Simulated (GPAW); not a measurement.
The system is CsLiCr2Te2S3.

```
Cs Li Cr Te S
1.0
     3.31929    1.91639    6.87982
    -3.31929    1.91639    6.87982
     0.00000   -3.83279    6.87982
Cs Li Cr Te S
1 1 2 2 3
Direct
  0.00000 0.00000 0.00000
  0.50000 0.50000 0.50000
  0.79848 0.79848 0.79848
  0.20152 0.20152 0.20152
  0.67990 0.67990 0.67990
  0.32010 0.32010 0.32010
  0.13626 0.86374 0.50000
  0.50000 0.13626 0.86374
  0.86374 0.50000 0.13626
```

The cell was built by a generator and needn't be a form met in nature.

Base run:

```yaml
Program: GPAW 26.7.0
Functional: AM05
Potentials_or_basis: PAW data sets generated in the run's folder for this functional
Cutoff: 800 eV
Basis: pw
k_mesh: 4 × 4 × 4
Occupations: fermi-dirac, width 0.05 eV
Spin: collinear spin, ferromagnetic start
Starting_moments: "[0.0, 0.0, 3.0, 3.0, 0.0, 0.0, 0.0, 0.0, 0.0] μB"
```

Its results: pressure -1.3 GPa; net moment 4.00 μB per cell; site moments Cs -0.00; Li +0.01; Cr +2.20; Te -0.19; S -0.07 μB; largest force 0.302 eV/Å.

**Question.** The run is repeated on the same cell with these changes: functional from AM05 to PBEsol. What comes out?

**Answer.** Pressure -1.9 GPa; net moment 4.00 μB per cell; site moments Cs -0.01; Li +0.01; Cr +2.20; Te -0.19; S -0.07 μB; largest force 0.256 eV/Å.

Caveats: only a ferromagnetic start was run, and an antiferromagnetic order may lie lower in energy.

Not every run made on this cell is shown here.
